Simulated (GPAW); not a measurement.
Crystal: ScF3.

```xyz
4
Lattice="4.0125 0.0000 0.0000 0.0000 4.0125 0.0000 0.0000 0.0000 4.0125" Properties=species:S:1:pos:R:3 pbc="T T T"
Sc    0.0000    0.0000    0.0000
F     0.0000    0.0000    2.0062
F     0.0000    2.0062    0.0000
F     2.0062    0.0000    0.0000
```

Base run:

- Program: GPAW 26.7.0
- Functional: PBEsol
- Potentials or basis: PAW data sets generated in the run's folder for this functional
- Cutoff: 800 eV
- Basis: pw
- k mesh: 7 × 7 × 7
- Occupations: fermi-dirac, width 0.05 eV
- Spin: no spin polarisation
- Hubbard terms: Sc d U = 4 eV

Its results: band gap on the k mesh 7.60 eV, indirect (least direct gap 8.13 eV); pressure 3.5 GPa.

Problem. The run is repeated on the same cell with these changes: hubbard terms from Sc d U = 4 eV to none. What comes out?

Solution. Band gap on the k mesh 6.30 eV, indirect (least direct gap 6.80 eV); pressure -0.5 GPa.

The U term pushes filled and empty states of the shell apart.

A k mesh can miss the band edges.

Not every run made on this cell is shown here.
